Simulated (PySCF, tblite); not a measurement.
**CH7ClO2Si2, a small molecule taken as a stand-in for a surface group (Si site with back bonds [SiH3], Cl, OC): NMR shifts, core binding energies and electronic excitations**

Aim: the NMR shifts, core binding energies and electronic excitations of `CO[Si](O)([SiH3])Cl`.

Computed with tblite 0.8.0 and PySCF 2.14.0; each step states its level. No surroundings beyond the atoms listed, unless a continuum is named. Atoms count from 0, parts from 1.

### 1 Starting point

13 atoms, charge 0, multiplicity 1; geometry: distance geometry start.

### 2 Geometry optimisation with GFN2-xTB

Job settings and geometry (Å):

```
{"job": {"kind": "relax", "xc": "GFN2-xTB", "basis": "xTB"}, "charge": 0, "multiplicity": 1}
Si    -0.070145    -0.409953    -0.580807
Si    -2.160406     0.041486     0.046092
Cl     0.264804     0.580748    -2.374572
O      0.984421     0.101302     0.664578
C      2.041792     0.826503     0.235957
O      0.073034    -2.125114    -0.791851
H     -2.550741    -0.919213     1.089427
H     -3.064397    -0.065093    -1.115820
H     -2.267156     1.446786     0.543076
H      1.767823     1.884788     0.018878
H      2.791493     0.930130     1.066140
H      2.559591     0.322621    -0.581494
H     -0.329816    -2.618689    -0.034741
```

With the program's defaults for keys left out, this is: GFN2-xTB geometry optimisation, gas phase.

Started as:

```sh
$ OMP_NUM_THREADS=1 python cluster_run.py task.json out
```

The driver reads the jobs from task.json and runs them one after another.

**Question.** The jobs that follow are: PBE0-D3(BJ)/def2-SVP geometry optimisation, gas phase; GIAO PBE0/pcSseg-1 NMR shielding, non-relativistic, gas phase; delta-SCF UKS SCAN, pcX-2 on the ionised atom, pcseg-1 elsewhere, spin-free X2C; TDDFT CAM-B3LYP/def2-SVPD, vertical, gas phase, core orbitals frozen in the response. Predict: point group; rotational constants (main isotopes); 13C shifts against TMS (PBE0/pcSseg-1); 1H shifts against TMS (PBE0/pcSseg-1); 29Si shifts against TMS (PBE0/pcSseg-1); 35Cl shifts against HCl (PBE0/pcSseg-1); 17O shifts against H2O (PBE0/pcSseg-1); Si2p binding energies, SCAN/pcX-2; O1s binding energies, SCAN/pcX-2; Cl2p binding energies, SCAN/pcX-2; lowest singlet (CAM-B3LYP/def2-SVPD); brightest single state of those computed; lowest triplet; vertical ionisation energy (ΔSCF).

As calculated:

| quantity | value |
| --- | --- |
| point group | C1 |
| rotational constants (main isotopes) | 1.75, 1.45, 1.24 GHz |
| 13C shifts against TMS (PBE0/pcSseg-1) | 51.5 ppm |
| 1H shifts against TMS (PBE0/pcSseg-1) | 3.70, 3.67, 3.46, 3.44, 3.42, 3.42, 2.45 ppm |
| 29Si shifts against TMS (PBE0/pcSseg-1) | -9.0, -113.5 ppm |
| 35Cl shifts against HCl (PBE0/pcSseg-1) | 105 ppm |
| 17O shifts against H2O (PBE0/pcSseg-1) | 78.8, 60.7 ppm |
| Si2p binding energies, SCAN/pcX-2 | Si0 108.41, Si1 107.03 eV |
| O1s binding energies, SCAN/pcX-2 | O5 538.92, O3 538.36 eV |
| Cl2p binding energies, SCAN/pcX-2 | Cl2 206.27 eV |
| lowest singlet (CAM-B3LYP/def2-SVPD) | 7.24 eV (171 nm), f = 0.039 |
| brightest single state of those computed | state 3, 7.59 eV, f = 0.207 |
| lowest triplet | 6.40 eV |
| vertical ionisation energy (ΔSCF) | 10.23 eV |

In words: The start of the PBE0/def2-SVP relaxation was shaken at random by about 0.01 Å, so part of the energy gained, and of the first lengths quoted, undoes that. Over 11 steps the energy fell by 0.197 eV; of the close pairs, Si0–O5 changed most, 1.589 to 1.644 Å (PBE0/def2-SVP). No frequency check was run at this level, so the end point may be a saddle. Hydrogens of an XH3 group are listed apart at this fixed geometry; free rotation makes them one line at their mean. At PBE0/pcSseg-1: Shielding is most anisotropic at Cl2 (span 309 ppm, paramagnetic term -312 ppm). At SCAN/pcX-2: Si0 (silicon bonded to Cl, 2 O, Si) binds its Si2p electron 1.38 eV more tightly than Si1 (silicon bonded to Si, 3 H). At SCAN/pcX-2: O5 (oxygen bonded to Si, H) binds its O1s electron 0.56 eV more tightly than O3 (oxygen bonded to C, Si). The first singlet state (HOMO→LUMO+1 0.64, HOMO→LUMO+2 0.20) lies at 7.24 eV and is weak; of the 6 states computed, the strongest absorption comes from state 3 at 7.59 eV. The lowest triplet lies 0.84 eV below the lowest singlet (triplets in Tamm-Dancoff, singlets in full TDDFT). ΔSCF puts the ionisation energy at 10.23 eV, 0.72 eV above −ε(HOMO). A capped cluster stands for the solid here, so long-range fields and strain are missing, and bands or shifts of the capping hydrogens have no counterpart in it.
